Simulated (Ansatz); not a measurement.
Geometry optimisation, DFT PBE, scalar-relativistic, plane waves, PAW in Ansatz 0.2.0.

Input file:

```yaml
crystal:
  lattice:
    - [5.8014, 0.0, 0.0]
    - [0.0, 5.66918, 0.0]
    - [0.0, 0.0, 16.1868]
  atoms:
    - { symbol: W, position: [0.0, 0.0, 0.0617787] }
    - { symbol: C, position: [0.5, 0.25, 0.1652408] }
    - { symbol: W, position: [0.25, 0.0, 0.2169718] }
    - { symbol: C, position: [0.25, 0.25, 0.3204339] }
    - { symbol: W, position: [0.0, 0.5, 0.0617787] }
    - { symbol: C, position: [0.5, 0.75, 0.1652408] }
    - { symbol: W, position: [0.25, 0.5, 0.2169718] }
    - { symbol: C, position: [0.25, 0.75, 0.3204339] }
    - { symbol: W, position: [0.5, 0.0, 0.0617787] }
    - { symbol: C, position: [1.0, 0.25, 0.1652408] }
    - { symbol: W, position: [0.75, 0.0, 0.2169718] }
    - { symbol: C, position: [0.75, 0.25, 0.3204339] }
    - { symbol: W, position: [0.5, 0.5, 0.0617787] }
    - { symbol: C, position: [1.0, 0.75, 0.1652408] }
    - { symbol: W, position: [0.75, 0.5, 0.2169718] }
    - { symbol: C, position: [0.75, 0.75, 0.3204339] }
    - { symbol: O, position: [0.571569, 0.9200089, 0.3439098] }
    - { symbol: H, position: [0.5200217, 0.9157924, 0.4013641] }
basis:
  ecutwfc: 420.0
kpoints:
  mp_grid: { grid: [4, 4, 1] }
hamiltonian:
  xc: pbe
  pseudopotentials: { kind: paw, azcp: { folder: soft_1 } }
scf:
  occupations: { method: fermi_dirac, width: 0.15 }
  lower_state_search: "off"
relax:
  f_tol: 0.03
  max_steps: 60
  adjacent_minimum: "off"
  constraints: [{ sites: [0, 4, 8, 12] }]
```

Command:

```bash
$ ansatz run input.yaml --threads 4 --pin off --max-ram 10240MiB --backend cpu --events-out ev --progress --plain --runs-dir out
```

Q: Where does it end, and by what steps?

A: It converged. The force dipped under the threshold on the way, but the program's further checks kept it going. Limits of this set-up: coarse k mesh, thin slab, slab without dipole correction, odd electron count without spin, a typed lattice constant that wasn't relaxed here. After 27 steps the energy has fallen by 10.621 eV; H18 moved furthest, 2.30 Å. Parted: W11–O17 (2.35 → 3.25 Å). Joined: W3–C12 (3.64 → 2.47 Å), C4–C12 (2.90 → 1.34 Å), W7–C12 (3.64 → 2.47 Å), C8–W11 (3.64 → 2.51 Å), C8–W15 (3.64 → 2.51 Å), C8–C16 (2.90 → 1.40 Å).

```json
{"step": "0", "energy less start (eV)": "0.0000", "largest force component (eV/Å)": "3.327", "accepted": "yes"}
{"step": "1", "energy less start (eV)": "-1.6718", "largest force component (eV/Å)": "2.307", "accepted": "yes"}
{"step": "2", "energy less start (eV)": "-2.5509", "largest force component (eV/Å)": "1.164", "accepted": "yes"}
{"step": "3", "energy less start (eV)": "-3.2350", "largest force component (eV/Å)": "1.445", "accepted": "yes"}
{"step": "4", "energy less start (eV)": "-4.0050", "largest force component (eV/Å)": "2.420", "accepted": "yes"}
{"step": "5", "energy less start (eV)": "-5.1322", "largest force component (eV/Å)": "3.574", "accepted": "yes"}
{"step": "6", "energy less start (eV)": "-6.1812", "largest force component (eV/Å)": "3.714", "accepted": "yes"}
{"step": "7", "energy less start (eV)": "-7.9362", "largest force component (eV/Å)": "3.697", "accepted": "yes"}
{"step": "8", "energy less start (eV)": "-9.6441", "largest force component (eV/Å)": "1.733", "accepted": "yes"}
{"step": "9", "energy less start (eV)": "-9.9852", "largest force component (eV/Å)": "3.449", "accepted": "yes"}
{"step": "10", "energy less start (eV)": "-10.2217", "largest force component (eV/Å)": "1.487", "accepted": "yes"}
{"step": "11", "energy less start (eV)": "-10.3899", "largest force component (eV/Å)": "0.701", "accepted": "yes"}
{"step": "12", "energy less start (eV)": "-10.4879", "largest force component (eV/Å)": "0.656", "accepted": "yes"}
{"step": "13", "energy less start (eV)": "-10.5580", "largest force component (eV/Å)": "0.218", "accepted": "yes"}
{"step": "14", "energy less start (eV)": "-10.5913", "largest force component (eV/Å)": "0.194", "accepted": "yes"}
{"step": "15", "energy less start (eV)": "-10.6093", "largest force component (eV/Å)": "0.159", "accepted": "yes"}
{"step": "16", "energy less start (eV)": "-10.6115", "largest force component (eV/Å)": "0.231", "accepted": "yes"}
{"step": "17", "energy less start (eV)": "-10.6173", "largest force component (eV/Å)": "0.084", "accepted": "yes"}
{"step": "18", "energy less start (eV)": "-10.6193", "largest force component (eV/Å)": "0.029", "accepted": "yes"}
{"step": "19", "energy less start (eV)": "-10.6193", "largest force component (eV/Å)": "0.028", "accepted": "yes"}
{"step": "20", "energy less start (eV)": "-10.6201", "largest force component (eV/Å)": "0.097", "accepted": "yes"}
{"step": "21", "energy less start (eV)": "-10.6204", "largest force component (eV/Å)": "0.056", "accepted": "yes"}
{"step": "22", "energy less start (eV)": "-10.6207", "largest force component (eV/Å)": "0.018", "accepted": "yes"}
{"step": "23", "energy less start (eV)": "-10.6207", "largest force component (eV/Å)": "0.019", "accepted": "yes"}
{"step": "24", "energy less start (eV)": "-10.6208", "largest force component (eV/Å)": "0.033", "accepted": "yes"}
{"step": "25", "energy less start (eV)": "-10.6209", "largest force component (eV/Å)": "0.054", "accepted": "yes"}
{"step": "26", "energy less start (eV)": "-10.6209", "largest force component (eV/Å)": "0.040", "accepted": "yes"}
{"step": "27", "energy less start (eV)": "-10.6210", "largest force component (eV/Å)": "0.011", "accepted": "yes"}
```

```xyz
18
Lattice="5.8014 0.0000 0.0000 0.0000 5.6692 0.0000 0.0000 0.0000 16.1868" Properties=species:S:1:pos:R:3
W 0.000 0.000 1.000
C 2.979 1.417 2.630
W 1.437 0.012 3.458
C 1.099 1.418 5.092
W 0.000 2.835 1.000
C 2.875 4.252 2.614
W 1.437 2.823 3.458
C 0.301 4.253 4.595
W 2.901 0.000 1.000
C 5.896 1.417 2.478
W 4.402 0.012 3.436
C 5.625 1.419 4.693
W 2.901 2.835 1.000
C 5.798 4.252 2.504
W 4.400 2.821 3.438
C 4.782 4.248 5.074
O 4.317 4.259 6.355
H 5.079 4.283 6.965
```

Whether the end is a true minimum wasn't checked by a vibrational analysis.

Run time: 4.1 min on 4 threads of Arm Neoverse V1 (shared host), peak memory 1.4 GiB.
